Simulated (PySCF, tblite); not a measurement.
# C4H13FOSi3: geometry, infrared bands and NMR shifts

Aim: predict the infrared bands and NMR shifts of C4H13FOSi3 (`C[SiH2][Si@@H](C)[SiH2][C@@H](F)C=O`).

Computed with tblite 0.8.0 and PySCF 2.14.0, with density-fitted response routines of our own, on a single molecule in the gas phase. Atoms count from 0, in the outputs and in this text.

### 1 The molecule as given

22 atoms, charge 0, multiplicity 1; geometry from: force field or distance geometry start.

Bonds of the start (Å): C0–Si1 1.85, Si1–Si2 2.30, Si2–C3 1.83, Si2–Si4 2.31, Si4–C5 1.85, C5–F6 1.38, C5–C7 1.50, C7–O8 1.23, C0–H9 1.09, C0–H10 1.10, C0–H11 1.09, Si1–H12 1.50, Si1–H13 1.48, Si2–H14 1.49, C3–H15 1.11, C3–H16 1.09, C3–H17 1.11, Si4–H18 1.49, Si4–H19 1.48, C5–H20 1.10, C7–H21 1.10.

### 2 Geometry optimisation with GFN2-xTB

Job settings and geometry (Å):

```
{"job": {"kind": "relax", "xc": "GFN2-xTB", "basis": "xTB"}, "charge": 0, "multiplicity": 1}
C      2.543100    -0.041800    -2.073900
Si     1.494200     0.594700    -0.691300
Si    -0.096500    -0.975900    -0.144700
C      0.711200    -2.536500     0.366200
Si    -1.340800    -0.128000     1.602000
C     -1.850500     1.619500     1.280900
F     -0.726500     2.409300     1.365600
C     -2.568700     1.925400     0.002500
O     -3.198800     1.100100    -0.665900
H      3.041600    -0.969800    -1.799800
H      1.928500    -0.237300    -2.966700
H      3.298600     0.687300    -2.347600
H      2.343500     0.851600     0.519200
H      0.829400     1.855400    -1.076800
H     -0.961700    -1.222800    -1.338300
H      1.362600    -2.393500     1.252700
H      1.324500    -2.956300    -0.429500
H     -0.029400    -3.309200     0.646300
H     -0.517500    -0.207300     2.840300
H     -2.513600    -0.999300     1.853300
H     -2.507900     1.964900     2.094300
H     -2.575700     2.988800    -0.289600
```

Started as:

```console
OMP_NUM_THREADS=1 python probes_run.py task.json out
```

The driver reads the jobs from task.json and runs them one after another.

**Question.** This job is followed by: GFN2-xTB harmonic vibrations, gas phase; GIAO PBE0/pcSseg-1 NMR shielding, non-relativistic, gas phase. What will the session give for the following? strongest single infrared mode (GFN2-xTB); zero-point energy (GFN2-xTB); 13C shifts against TMS (PBE0/pcSseg-1); 1H shifts against TMS (PBE0/pcSseg-1, means over atoms taken as alike); 29Si shifts against TMS (PBE0/pcSseg-1); 19F shifts against CFCl3 (PBE0/pcSseg-1); 17O shifts against H2O (PBE0/pcSseg-1); surface potential, 1st and 99th percentile.

**Answer**, as computed:

| quantity | value |
| --- | --- |
| strongest single infrared mode (GFN2-xTB) | 2206 cm⁻¹, 554 km/mol |
| zero-point energy (GFN2-xTB) | 95.2 kcal/mol |
| 13C shifts against TMS (PBE0/pcSseg-1) | 210.1, 97.3, -8.5, -9.3 ppm |
| 1H shifts against TMS (PBE0/pcSseg-1, means over atoms taken as alike) | 10.41, 5.63, 4.15, 4.11, 4.09, 4.08, 4.05, 0.29, 0.27 ppm |
| 29Si shifts against TMS (PBE0/pcSseg-1) | -62.5, -68.5, -87.8 ppm |
| 19F shifts against CFCl3 (PBE0/pcSseg-1) | -259.6 ppm |
| 17O shifts against H2O (PBE0/pcSseg-1) | 672.5 ppm |
| surface potential, 1st and 99th percentile | -1.56 V and 1.13 V |

The optimisation took 135 steps and gained 0.603 eV; among the close pairs (by a distance rule), Si4–C5 changed most, from 1.848 to 1.958 Å. No mode is imaginary among the 60: a minimum at this level. The strongest single mode, at 2206 cm⁻¹, moves mainly H12. GFN2-xTB is a fitted tight-binding method: band positions and strengths are rough. Its intensities can rank the bands wrongly. The most deshielded carbon is C7 (aldehyde carbonyl carbon), at 210.1 ppm: low-lying n→π* states of the double bond to the heteroatom give a large paramagnetic term (-277 ppm). The most deshielded hydrogen is H21 (hydrogen on an aldehyde carbonyl carbon), at 10.41 ppm: deshielded by the polar, anisotropic C=O bond. At PBE0/pcSseg-1: Shielding is most anisotropic at O8 (span 1393 ppm, paramagnetic term -731 ppm). At PBE0/pcSseg-1, counted by nearest atom on the grid, the HOMO lies on O8 58 %; H21 13 %, the LUMO on C7 33 %; O8 25 %.
